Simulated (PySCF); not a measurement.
**C₂H₉AsSi: a look at the electrons**

For C₂H₉AsSi, the scripts below analyse its density (charges, bond critical points, surface potential) and see where an electron leaves and enters.

Method: levels as typed in each script, gas phase, geometry from GFN2-xTB; program: PySCF 2.14.0.

## Step 1: The starting structure

SMILES `CC[AsH][SiH3]`, 13 atoms, charge 0, spin multiplicity 1.

Bond lengths: C1–C2 1.524 Å, C1–H5 1.091 Å, C1–H6 1.090 Å, C1–H7 1.090 Å, C2–As3 1.993 Å, C2–H8 1.095 Å, C2–H9 1.093 Å, As3–Si4 2.324 Å, As3–H10 1.510 Å, Si4–H11 1.470 Å, Si4–H12 1.467 Å, Si4–H13 1.470 Å. Angles: C2–C1–H5 110.4°, C2–C1–H6 111.1°, C2–C1–H7 110.5°, H5–C1–H6 108.3°, H5–C1–H7 108.0°, H6–C1–H7 108.4°, C1–C2–As3 111.9°, C1–C2–H8 109.5°, C1–C2–H9 109.9°, As3–C2–H8 107.7°, As3–C2–H9 110.5°, H8–C2–H9 107.3°, C2–As3–Si4 96.3°, C2–As3–H10 94.6°, Si4–As3–H10 92.7°, As3–Si4–H11 109.6°, As3–Si4–H12 111.2°, As3–Si4–H13 114.2° and more.

Geometry (Å):

```mol
C2H9AsSi
  3D, bonds by distance, orders not assigned

 13 12  0  0  0  0  0  0  0  0999 V2000
    2.6880   -0.4653    0.1029 C   0  0
    1.2410   -0.8877   -0.1206 C   0  0
   -0.0039    0.6677   -0.0615 As  0  0
   -1.9635   -0.5776    0.0410 Si  0  0
    2.8002    0.0046    1.0806 H   0  0
    3.3596   -1.3227    0.0555 H   0  0
    2.9966    0.2555   -0.6549 H   0  0
    1.1438   -1.3539   -1.1070 H   0  0
    0.9526   -1.6366    0.6221 H   0  0
    0.0629    0.8196    1.4396 H   0  0
   -2.2455   -1.1636   -1.2774 H   0  0
   -3.1085    0.2627    0.4082 H   0  0
   -1.9172   -1.6947    0.9957 H   0  0
  1  2  8  0
  2  3  8  0
  3  4  8  0
  1  5  8  0
  1  6  8  0
  1  7  8  0
  2  8  8  0
  2  9  8  0
  3 10  8  0
  4 11  8  0
  4 12  8  0
  4 13  8  0
M  END
```

## Step 2: Density, bond paths and surface potential (PBE/def2-tzvp)

input.py reads:

```python
import numpy as np
from pyscf import gto, scf, dft
from pyscf.scf import atom_ks, atom_hf
from scipy.linalg import block_diag

def solve(mol, dm0=None, hcore=None):
    mf = (dft.UKS if mol.spin else dft.RKS)(mol, xc='pbe')
    mf.grids.level = 3
    mf = mf.density_fit(auxbasis='def2-universal-jkfit')
    mf.conv_tol, mf.max_cycle = 1e-8, 80
    if hcore is not None:
        mf.get_hcore = lambda *args: hcore
    mf.kernel(dm0)
    if not mf.converged:
        mf = mf.newton().run(mf.mo_coeff, mf.mo_occ, max_cycle=30)
    assert mf.converged, 'SCF not converged'
    return mf

mol = gto.M(atom='''
C      2.68803    -0.46533     0.10287
C      1.24098    -0.88774    -0.12063
As    -0.00391     0.66768    -0.06150
Si    -1.96354    -0.57757     0.04096
H      2.80018     0.00460     1.08058
H      3.35963    -1.32265     0.05553
H      2.99665     0.25549    -0.65493
H      1.14383    -1.35391    -1.10700
H      0.95263    -1.63657     0.62211
H      0.06287     0.81964     1.43957
H     -2.24554    -1.16362    -1.27737
H     -3.10849     0.26274     0.40822
H     -1.91718    -1.69472     0.99572
''', basis='def2-tzvp', charge=0, spin=0, verbose=4)
mf = solve(mol)
mf.analyze()
# spherically averaged free atoms, for the promolecule
atm = atom_ks.get_atm_nrks(mol, xc='pbe')
pro = block_diag(*[(atm[a[0]][2] * atm[a[0]][3]) @ atm[a[0]][2].T for a in mol._atom])
np.savez('result.npz', e=mf.e_tot, c=mf.mo_coeff, occ=mf.mo_occ, eps=mf.mo_energy, pro=pro, dip=mf.dip_moment(verbose=0), s2=mf.spin_square()[0])
```

Launch:

```
OMP_NUM_THREADS=1 python input.py
```

## Step 4: Removing and adding an electron (HF/6-311g**)

input.py: that of step 2 with these lines changed.

```diff
@@ -6,4 +6,3 @@
 def solve(mol, dm0=None, hcore=None):
-    mf = (dft.UKS if mol.spin else dft.RKS)(mol, xc='pbe')
-    mf.grids.level = 3
+    mf = scf.UHF(mol) if mol.spin else scf.RHF(mol)
     mf = mf.density_fit(auxbasis='def2-universal-jkfit')
@@ -32,8 +31,17 @@
 H     -1.91718    -1.69472     0.99572
-''', basis='def2-tzvp', charge=0, spin=0, verbose=4)
+''', basis='6-311g**', charge=0, spin=0, verbose=4)
 mf = solve(mol)
-mf.analyze()
+out = dict(e0=mf.e_tot, dm0=mf.make_rdm1(), c=mf.mo_coeff, occ=mf.mo_occ, eps=mf.mo_energy)
+for name, dq, spin in [('cation', 1, 1), ('anion', -1, 1)]:
+    ion = mol.copy().set(charge=mol.charge + dq, spin=spin).build()
+    mi = solve(ion)
+    if spin and dq > 0 and mol.nao < 130:
+        c, _, stable, _ = mi.stability(return_status=True)
+        if not stable:
+            mi = solve(ion, mi.make_rdm1(c, mi.mo_occ))
+    print(name, 'vertical energy change / eV', (mi.e_tot - mf.e_tot) * 27.211386)
+    out.update({'e_' + name: mi.e_tot, 'dm_' + name: mi.make_rdm1(), 's2_' + name: mi.spin_square()[0], 'eps_' + name: mi.mo_energy, 'occ_' + name: mi.mo_occ})
 # spherically averaged free atoms, for the promolecule
-atm = atom_ks.get_atm_nrks(mol, xc='pbe')
+atm = scf.atom_hf.get_atm_nrhf(mol)
 pro = block_diag(*[(atm[a[0]][2] * atm[a[0]][3]) @ atm[a[0]][2].T for a in mol._atom])
-np.savez('result.npz', e=mf.e_tot, c=mf.mo_coeff, occ=mf.mo_occ, eps=mf.mo_energy, pro=pro, dip=mf.dip_moment(verbose=0), s2=mf.spin_square()[0])
+np.savez('result.npz', pro=pro, **out)
```

(Steps that only read results are left out.)

Before running it: what results should come out? Wanted: dipole moment; HOMO, LUMO; vertical ionisation energy; vertical electron affinity.

As calculated:

| quantity | value |
| --- | --- |
| dipole moment (PBE/def2-tzvp) | 1.16 D |
| HOMO, LUMO (PBE/def2-tzvp) | -6.02, -0.73 eV |
| vertical ionisation energy (HF/6-311g**) | 8.18 eV |
| vertical electron affinity (HF/6-311g**) | -2.79 eV |

In words: At PBE/def2-tzvp: The highest Hirshfeld charge is on Si4 (+0.21 e), the lowest on C1 (−0.11 e). The ionisation energy from two SCF runs, 8.18 eV, lies 1.2 eV below −ε(HOMO) = 9.41 eV of the same level, HF/6-311g**: with Hartree–Fock the relaxation of the ion lowers it. The geometry was not optimised at these levels.
